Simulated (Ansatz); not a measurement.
# Be12Si: the cost of one run

All numbers below are computed with Ansatz 0.2.0 (DFT PBE, plane waves, PAW, scalar-relativistic, no spin polarisation).

## Step 1: The system as given

The cell holds 13 atoms (Be12Si): a = 4.580 Å, b = 4.580 Å, c = 16.588 Å, α = 90.00°, β = 90.00°, γ = 60.00°.

Structure file:

```
CELL_PARAMETERS angstrom
4.58000 0.00000 0.00000
2.29000 3.96640 0.00000
0.00000 0.00000 16.58843
ATOMIC_POSITIONS crystal
Be 0.00000 0.00000 0.06028
Be 0.50000 0.00000 0.06028
Be 0.00000 0.50000 0.06028
Be 0.50000 0.50000 0.06028
Be 0.83333 0.33333 0.16844
Be 0.33333 0.33333 0.16844
Be 0.83333 0.83333 0.16844
Be 0.33333 0.83333 0.16844
Be 0.00000 0.00000 0.27660
Be 0.50000 0.00000 0.27660
Be 0.00000 0.50000 0.27660
Be 0.50000 0.50000 0.27660
Si 0.82322 0.83777 0.37909
```

## Step 2: End point A

Input file input.yaml:

```yaml
crystal:
  lattice:
    - [4.58, 0.0, 0.0]
    - [2.29, 3.966396, 0.0]
    - [0.0, 0.0, 16.58843]
  atoms:
    - { symbol: Be, position: [0.0, 0.0, 0.060283] }
    - { symbol: Be, position: [0.5, 0.0, 0.060283] }
    - { symbol: Be, position: [0.0, 0.5, 0.060283] }
    - { symbol: Be, position: [0.5, 0.5, 0.060283] }
    - { symbol: Be, position: [-0.1666667, 0.3333333, 0.1684436] }
    - { symbol: Be, position: [0.3333333, 0.3333333, 0.1684436] }
    - { symbol: Be, position: [-0.1666667, 0.8333333, 0.1684436] }
    - { symbol: Be, position: [0.3333333, 0.8333333, 0.1684436] }
    - { symbol: Be, position: [0.0, 0.0, 0.2766042] }
    - { symbol: Be, position: [0.5, 0.0, 0.2766042] }
    - { symbol: Be, position: [0.0, 0.5, 0.2766042] }
    - { symbol: Be, position: [0.5, 0.5, 0.2766042] }
    - { symbol: Si, position: [0.8232243, 0.8377692, 0.3790853] }
basis:
  ecutwfc: 420.0
kpoints:
  mp_grid: { grid: [6, 6, 1] }
hamiltonian:
  xc: pbe
scf:
  occupations: { method: gaussian, width: 0.15 }
  lower_state_search: "off"
relax:
  f_tol: 0.03
  max_steps: 60
  adjacent_minimum: "off"
  constraints: [{ sites: [0, 1, 2, 3] }]
output:
  write_density: true
  write_potential: true
  elf: true
  volumetric_format: npy
```

Command:

```
$ ansatz run input.yaml --threads 1 --pin off --max-ram 3072MiB --backend cpu --events-out ev --progress --plain --runs-dir out
```

**Question.** How long does this run take on 1 thread of Arm Neoverse V1, shared host, and how much memory does it need?

About 2.4 min, with a peak of 0.48 GiB.
